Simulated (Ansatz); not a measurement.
# TaSi3: the cost of one run

Program: Ansatz 0.2.0. Level of theory: DFT PBE, scalar-relativistic, plane waves, PAW. These are calculated values, not measurements.

## Step 1: The structure to begin with

The cell holds 16 atoms (Si12Ta4): a = 6.503 Å, b = 6.713 Å, c = 6.380 Å, α = 91.44°, β = 86.45°, γ = 87.42°.

It is the last frame of an earlier stage of the same melt, run at 1210 K.

As a file:

```cif
data_structure
_symmetry_space_group_name_H-M 'P 1'
_symmetry_Int_Tables_number 1
_cell_length_a 6.5029
_cell_length_b 6.7134
_cell_length_c 6.3801
_cell_angle_alpha 91.443
_cell_angle_beta 86.446
_cell_angle_gamma 87.417
_cell_volume 277.60
loop_
_atom_site_label
_atom_site_type_symbol
_atom_site_fract_x
_atom_site_fract_y
_atom_site_fract_z
_atom_site_occupancy
Si1 Si 0.39467 0.71602 0.45208 1
Si2 Si 0.27764 0.25423 0.62863 1
Si3 Si 0.90864 0.74369 0.54001 1
Si4 Si 0.29166 0.11947 0.29291 1
Si5 Si 0.87216 0.26063 0.98426 1
Si6 Si 0.48682 0.34286 0.92745 1
Si7 Si 0.56262 0.96740 0.05586 1
Si8 Si 0.05149 0.99176 0.80650 1
Si9 Si 0.83447 0.66874 0.10283 1
Si10 Si 0.25265 0.80081 0.09145 1
Si11 Si 0.54047 0.67940 0.81815 1
Si12 Si 0.91498 0.33083 0.59931 1
Ta1 Ta 0.14021 0.49747 0.32406 1
Ta2 Ta 0.63575 0.36904 0.34556 1
Ta3 Ta 0.13105 0.59319 0.82969 1
Ta4 Ta 0.68951 0.05945 0.66766 1
```

## Step 2: Stage at 300 K

One k point, a Fermi-Dirac width of 0.050 eV and a fixed cell.

input.yaml

```yaml
crystal:
  lattice:
    - [6.49805, 0.150253, 0.200746]
    - [0.150253, 6.711139, -0.084696]
    - [0.200746, -0.084696, 6.376375]
  atoms:
    - { symbol: Si, position: [0.3946687274, 0.7160184355, 0.4520764366] }
    - { symbol: Si, position: [0.2776389461, 0.2542317019, 0.6286273204] }
    - { symbol: Si, position: [0.9086357519, 0.7436922776, 0.5400113332] }
    - { symbol: Si, position: [0.2916629572, 0.1194702707, 0.2929143624] }
    - { symbol: Si, position: [0.8721567101, 0.2606262805, 0.9842567508] }
    - { symbol: Si, position: [0.4868236688, 0.3428627234, 0.9274471125] }
    - { symbol: Si, position: [0.5626209482, 0.9673964744, 0.05585558] }
    - { symbol: Si, position: [0.0514857283, 0.9917578291, 0.8064967912] }
    - { symbol: Si, position: [0.8344677747, 0.6687438792, 0.1028315442] }
    - { symbol: Si, position: [0.2526543619, 0.800810738, 0.0914545828] }
    - { symbol: Si, position: [0.5404731447, 0.6793973093, 0.8181458852] }
    - { symbol: Si, position: [0.9149783282, 0.3308264675, 0.5993148122] }
    - { symbol: Ta, position: [0.1402122515, 0.4974723599, 0.3240592172] }
    - { symbol: Ta, position: [0.6357482035, 0.3690367229, 0.3455610642] }
    - { symbol: Ta, position: [0.1310521738, 0.5931896854, 0.8296946153] }
    - { symbol: Ta, position: [0.6895096913, 0.0594458078, 0.6676609717] }
  symmetry: { detect: false }
basis:
  ecutwfc: 420
kpoints:
  mp_grid: { grid: [1, 1, 1], shift: [0.25, 0.25, 0.25] }
hamiltonian:
  xc: pbe
scf:
  occupations: { method: fermi_dirac, width: 0.05 }
  lower_state_search: "off"
  convergence: { dr2_threshold: 1.0e-06 }
output:
  forces: true
  stress: true
md:
  timestep: 3.0
  n_steps: 250
  ensemble: nvt_langevin
  friction: 0.03
  temperature: 300.0
  initial_velocities: maxwell_boltzmann
  seed: 34109
```

Launch:

```
ansatz run input.yaml --threads 2 --pin off --max-ram 5120MiB --backend cpu --events-out ev --progress --plain --runs-dir out
```

**Question.** How long does this run take on 2 threads of AMD EPYC 7R43 (Zen 3), shared host, and how much memory does it need?

About 6.5 min, with a peak of 0.56 GiB.
